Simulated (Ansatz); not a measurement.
# SiGe3: the cost of one run

Computed with Ansatz 0.2.0 (plane waves, PAW, unless a step's input says otherwise).

1 further run of the same task is left out (it didn't finish).

### Step 1. Starting point

The structure is tetragonal, space group P-4m2 (No. 115). Conventional cell: a = 3.970 Å, b = 3.970 Å, c = 5.594 Å, α = 90.00°, β = 90.00°, γ = 90.00°. Si (site symmetry -4m2) has 4 Ge at 2.41 Å as nearest neighbours. Ge (site symmetry 2mm) is surrounded by 2 Si at 2.41 Å and 2 Ge at 2.45 Å. Around Ge (site symmetry -4m2) lie 4 Ge at 2.45 Å.

Structure file:

```
Si Ge
1.0
     3.96991    0.00000    0.00000
     0.00000    3.96991    0.00000
     0.00000    0.00000    5.59395
Si Ge
1 3
Direct
  0.00000 0.00000 0.00000
  0.00000 0.50000 0.24429
  0.50000 0.50000 0.50000
  0.50000 0.00000 0.75571
```

Cell and atoms come from an earlier r2SCAN relaxation.

### Step 2. PBE, anion s p, 4×4×4

input.yaml reads:

```yaml
crystal:
  lattice:
    - [3.9699077041, 0.0, 0.0]
    - [0.0, 3.9699077041, 0.0]
    - [0.0, 0.0, 5.5939547075]
  atoms:
    - { symbol: Si, position: [0.0, 0.0, 0.0] }
    - { symbol: Ge, position: [0.0, 0.5, 0.2442925744] }
    - { symbol: Ge, position: [0.5, 0.5, 0.5] }
    - { symbol: Ge, position: [0.5, 0.0, 0.7557074256] }
kpoints:
  mp_grid: { grid: [6, 6, 4] }
  band_path:
    path:
      - [[0.0, 0.0, 0.0], [0.0, 0.5, 0.0], [0.5, 0.5, 1.219311621613e-34], [0.0, 0.0, 0.0], [-1.654482328625e-51, 0.0, 0.5], [-1.654482328625e-51, 0.5, 0.5], [0.5, 0.5, 0.5], [-1.654482328625e-51, 0.0, 0.5]]
      - [[0.0, 0.5, 0.0], [-1.654482328625e-51, 0.5, 0.5]]
      - [[0.5, 0.5, 1.219311621613e-34], [0.5, 0.5, 0.5]]
    npoints: 10
hamiltonian:
  xc: pbe
scf:
  occupations: { method: fixed }
  n_extra_bands: 6
output:
  forces: false
  stress: false
  eigenvalues: true
  wannier:
    kmesh: [4, 4, 4]
    projections: [{ species: Ge, l: s, shell: 4 }, { species: Ge, l: p, shell: 4 }]
    minimise: true
    write_hr: true
    conv_tol: 1.0e-08
    max_iter: 3000
```

The run is started by

```bash
> ansatz run input.yaml --threads 4 --pin off --max-ram 3686MiB --backend cpu --events-out ev --progress --plain --runs-dir out
```

Q: Estimate wall time and peak memory on 4 threads of Arm Neoverse V1, shared host.

About 7.4 s, with a peak of 0.4 GiB.
